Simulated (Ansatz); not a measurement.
# AlH6NO3: small, medium and large basis sets

How large a basis does AlH6NO3 need? Two functionals are run in growing sets.

Method: one geometry, several basis sets; program: Ansatz 0.2.0, Gaussian basis.

The runs, in order: PBE0-D4/def2-SVP; ωB97M-V/def2-SVP; PBE0-D4/def2-QZVPP; ωB97M-V/def2-QZVPP; the functionals' def2-TZVPP values are taken from earlier runs.

### 1 Structure used throughout

An earlier PBE0-D4 in a triple-zeta def2 set relaxation fixed the geometry.

SMILES `[NH3+][Al-]([OH])([OH])[OH]`, 11 atoms, charge 0, spin multiplicity 1.

Atoms are counted from 1 here; the program's logs count them from 0.

Bond lengths: N1–Al2 2.014 Å, N1–H6 1.014 Å, N1–H7 1.014 Å, N1–H8 1.014 Å, Al2–O3 1.723 Å, Al2–O4 1.723 Å, Al2–O5 1.723 Å, O3–H9 0.955 Å, O4–H10 0.955 Å, O5–H11 0.955 Å. Angles: Al2–N1–H6 110.0°, Al2–N1–H7 110.0°, Al2–N1–H8 110.0°, H6–N1–H7 108.9°, H6–N1–H8 108.9°, H7–N1–H8 108.9°, N1–Al2–O3 99.3°, N1–Al2–O4 99.4°, N1–Al2–O5 99.3°, O3–Al2–O4 117.4°, O3–Al2–O5 117.4°, O4–Al2–O5 117.4°, Al2–O3–H9 120.6°, Al2–O4–H10 120.6°, Al2–O5–H11 120.6°.

### 2 PBE0-D4 in def2-SVP

Input file in.yaml:

```yaml
crystal:
  periodic: [false, false, false]
  atoms:
    - {symbol: N, position_ang: [-1.232539, 0.534149, 0.623836]}
    - {symbol: Al, position_ang: [0.444782, -0.195961, -0.218857]}
    - {symbol: O, position_ang: [1.544884, 0.060492, 1.082080]}
    - {symbol: O, position_ang: [0.560482, 0.859645, -1.575397]}
    - {symbol: O, position_ang: [-0.072353, -1.812556, -0.513806]}
    - {symbol: H, position_ang: [-1.012514, 0.973773, 1.511190]}
    - {symbol: H, position_ang: [-1.895227, -0.217039, 0.783972]}
    - {symbol: H, position_ang: [-1.656917, 1.222611, 0.011519]}
    - {symbol: H, position_ang: [2.055755, -0.664271, 1.435742]}
    - {symbol: H, position_ang: [1.353508, 1.368394, -1.728740]}
    - {symbol: H, position_ang: [-0.024459, -2.186138, -1.390941]}
basis:
  gaussian: {orbitals: def2-SVP}
hamiltonian: {xc: pbe0, dispersion: d4}
output: {orbitals: {seedname: orbitals}}
```

Command:

```sh
$ ansatz run in.yaml --threads 4 --pin off --events-out ev --progress --plain --max-ram 10444MiB
```

The runs that follow: ωB97M-V in def2-SVP; PBE0-D4 in def2-QZVPP; ωB97M-V in def2-QZVPP.

Q: Predict the results of all the runs planned. Wanted: PBE0-D4: double and triple zeta above quadruple; ωB97M-V: double and triple zeta above quadruple.

As calculated:

```
                                       quantity           value
PBE0-D4: double and triple zeta above quadruple  12.97, 0.71 eV
ωB97M-V: double and triple zeta above quadruple  13.16, 0.68 eV
```

**Reading.** For PBE0-D4 the step from double to triple zeta gains 12.26 eV and the next only 0.71 eV. Total energies overstate the basis error of differences, where much of it tends to cancel. The LUMO of ωB97M-V is positive and keeps falling with the basis (2.26 to 1.11 eV): an unbound level that the basis holds in place.
